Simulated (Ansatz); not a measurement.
# GdPdSb: the cost of one run

Method: DFT PBEsol, scalar-relativistic, plane waves, PAW, in Ansatz 0.2.0.

1 further run of the same task is left out (set aside as unsound or not needed).

### 1 The structure to begin with

The cell holds 17 atoms (Gd5Pd6Sb6): a = 7.357 Å, b = 7.895 Å, c = 7.895 Å, α = 120.00°, β = 90.00°, γ = 90.00°.

Coordinates:

```
CELL_PARAMETERS angstrom
0.00000 0.00000 -7.35679
0.00000 7.89530 0.00000
6.83753 -3.94765 0.00000
ATOMIC_POSITIONS crystal
Gd 0.50123 0.33333 0.66667
Gd 0.50123 0.66667 0.33333
Gd 0.00123 0.00000 0.00000
Gd 0.00123 0.33333 0.66667
Gd 0.00123 0.66667 0.33333
Pd 0.17824 0.33333 0.33333
Pd 0.17824 0.66667 0.00000
Pd 0.17824 0.00000 0.66667
Pd 0.67850 0.33323 0.99917
Pd 0.68303 0.65814 0.66370
Pd 0.67954 0.00164 0.33458
Sb 0.28284 0.33793 0.00809
Sb 0.27001 0.65942 0.66223
Sb 0.27639 0.00399 0.33375
Sb 0.77901 0.33148 0.33638
Sb 0.77539 0.66604 0.99743
Sb 0.77638 0.99541 0.66263
```

The host was relaxed before at PBEsol: a = 4.558 Å, b = 4.558 Å, c = 7.357 Å, α = 90.00°, β = 90.00°, γ = 120.00° (conventional cell), 22.064 Å³/atom.

Places, in fractions of the supercell: a vacancy on Gd at (0.501, 0.000, 1.000). Its neighbours start displaced at random, with a spread of 0.03 Å in each coordinate.

### 2 The perfect crystal in the supercell of 18 atoms

Contents of input.yaml:

```yaml
crystal:
  lattice:
    - [0.0, 0.0, -7.3567897281]
    - [0.0, 7.8952961091, 0.0]
    - [6.8375270009, -3.9476480546, 0.0]
  atoms:
    - { symbol: Gd, position: [0.5012321536, 0.0, 1.0], spin: 7.63 }
    - { symbol: Gd, position: [0.5012321536, 0.3333333333, 0.6666666667], spin: 7.63 }
    - { symbol: Gd, position: [0.5012321536, 0.6666666667, 0.3333333333], spin: 7.63 }
    - { symbol: Gd, position: [0.0012321536, 0.0, 1.0], spin: 7.63 }
    - { symbol: Gd, position: [0.0012321536, 0.3333333333, 0.6666666667], spin: 7.63 }
    - { symbol: Gd, position: [0.0012321536, 0.6666666667, 0.3333333333], spin: 7.63 }
    - { symbol: Pd, position: [0.1782438748, 0.3333333333, 0.3333333333] }
    - { symbol: Pd, position: [0.1782438748, 0.6666666667, 1.0] }
    - { symbol: Pd, position: [0.1782438748, 0.0, 0.6666666667] }
    - { symbol: Pd, position: [0.6782438748, 0.3333333333, 1.0] }
    - { symbol: Pd, position: [0.6782438748, 0.6666666667, 0.6666666667] }
    - { symbol: Pd, position: [0.6782438748, 0.0, 0.3333333333] }
    - { symbol: Sb, position: [0.2757439916, 0.3333333333, 1.0] }
    - { symbol: Sb, position: [0.2757439916, 0.6666666667, 0.6666666667] }
    - { symbol: Sb, position: [0.2757439916, 0.0, 0.3333333333] }
    - { symbol: Sb, position: [0.7757439916, 0.3333333333, 0.3333333333] }
    - { symbol: Sb, position: [0.7757439916, 0.6666666667, 1.0] }
    - { symbol: Sb, position: [0.7757439916, 0.0, 0.6666666667] }
basis:
  ecutwfc: 420
  xc_grid: 2
kpoints:
  mp_grid: { grid: [3, 3, 3], shift: [0.0, 0.0, 0.0] }
hamiltonian:
  xc: pbesol
scf:
  occupations: { method: gaussian, width: 0.05 }
  lower_state_search: "off"
output:
  forces: true
  stress: true
  eigenvalues: true
  populations: true
magnetization:
  spin_polarized: true
```

Launch:

```bash
$ ansatz run input.yaml --threads 8 --pin off --max-ram 14336MiB --backend cpu --events-out ev --progress --plain --runs-dir out
```

Q: Estimate wall time and peak memory on 8 threads of Arm Neoverse V1, shared host.

About 49 s, with a peak of 3.4 GiB.
